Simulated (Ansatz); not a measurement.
C₂H₂AlBr, SMILES Br[C]1=[CH][AlH]1, a geometry optimisation

Run with Ansatz 0.2.0 through its Python package.

Contents of `c2h2albr.xyz`:
```text
6

Br   -1.25420   -2.40030   -0.44320
C    -0.31540   -0.76330   -0.11410
C     0.90290   -0.16940    0.27660
Al   -0.27370    1.06870   -0.09430
H     1.96260   -0.33000    0.59260
H    -0.98020    2.53030   -0.26390
```

`opt_c2h2albr.py`
```python
"""Relax the C2H2AlBr molecule."""

import argparse

import ansatz as az
import numpy as np

parser = argparse.ArgumentParser(description="Relax the C2H2AlBr molecule.")
parser.add_argument("--basis", required=True, help="basis")
parser.add_argument("--functional", required=True, help="exchange-correlation functional")
args = parser.parse_args()

geometry = az.Crystal.molecule_from_extxyz("c2h2albr.xyz")

model = geometry.calculation()
model = model.basis(gaussian=args.basis)
model = model.functional(args.functional)
model = model.scf(lower_state_search="standard")
symbols = [site.symbol for site in geometry.cartesian_sites]
start = np.array([site.position_ang for site in geometry.cartesian_sites], dtype=float)
def progress(event):
    if event["event"] == "relax_step":
        row = event["data"]
        print(f"step {row['step']:3d}  E = {row['lagrangian_ev']:.6f} eV  max force {row['allowed_force_max_ev_ang']:.4f} eV/A")


data = model.relax(force_tolerance=0.005).session().plan().execute(on_event=progress).report
end = np.array(data["positions_ang"])

print(f"E = {data['free_energy_ev']:.6f} eV = {data['free_energy_ev'] / 27.211386246:.7f} Ha")
print("converged:", data["converged"], " doubts:", data["published_state_doubts"] or "none")

print("final positions (A) and the move of each atom")
for symbol, xyz, old in zip(symbols, end, start):
    print(f"{symbol:2s} {xyz[0]:10.5f} {xyz[1]:10.5f} {xyz[2]:10.5f}   {np.linalg.norm(xyz - old):7.4f}")
with open("c2h2albr_opt.xyz", "w") as handle:
    handle.write(f"{len(symbols)}\nrelaxed C2H2AlBr\n")
    handle.writelines(f"{s:2s} {x:11.6f} {y:11.6f} {z:11.6f}\n" for s, (x, y, z) in zip(symbols, end))
```

```console
$ python opt_c2h2albr.py --basis def2-SVP --functional B3LYP
step   1  E = -78736.005035 eV  max force 3.6337 eV/A
step   2  E = -78736.562264 eV  max force 1.4096 eV/A
step   3  E = -78736.587466 eV  max force 1.5050 eV/A
step   4  E = -78736.740403 eV  max force 0.2817 eV/A
step   5  E = -78736.743782 eV  max force 0.1419 eV/A
step   6  E = -78736.744607 eV  max force 0.0847 eV/A
step   7  E = -78736.744955 eV  max force 0.0047 eV/A
E = -78736.745203 eV = -2893.5220165 Ha
converged: True  doubts: none
final positions (A) and the move of each atom
Br   -0.88629   -2.47617   -0.32739    0.3931
C    -0.36311   -0.65031   -0.13375    0.1242
C     0.84765   -0.15394    0.25122    0.0627
Al   -0.38474    1.22021   -0.10855    0.1884
H     1.76840   -0.68215    0.52850    0.4072
H    -0.93991    2.67835   -0.25632    0.1536
```

`c2h2albr_opt.xyz`, as written:
```text
6
relaxed C2H2AlBr
Br   -0.886294   -2.476165   -0.327392
C    -0.363107   -0.650308   -0.133755
C     0.847647   -0.153937    0.251219
Al   -0.384736    1.220213   -0.108555
H     1.768400   -0.682151    0.528499
H    -0.939910    2.678347   -0.256317
```

Notes:
- The settings weren't tested for convergence.
- The end point is the stationary point reached from this start; no frequency run checks that it is a minimum, and the basis set is modest.
- Hardware and time: 27 s on 1 thread of Intel(R) Xeon(R) Platinum 8375C CPU @ 2.90GHz (Ice Lake), on a shared host, peak memory 0.27 GiB.

(A comment or docstring line of the script was reworded after the run, the code is as it ran; lines on the test bed's own set-up are left out of the output.)
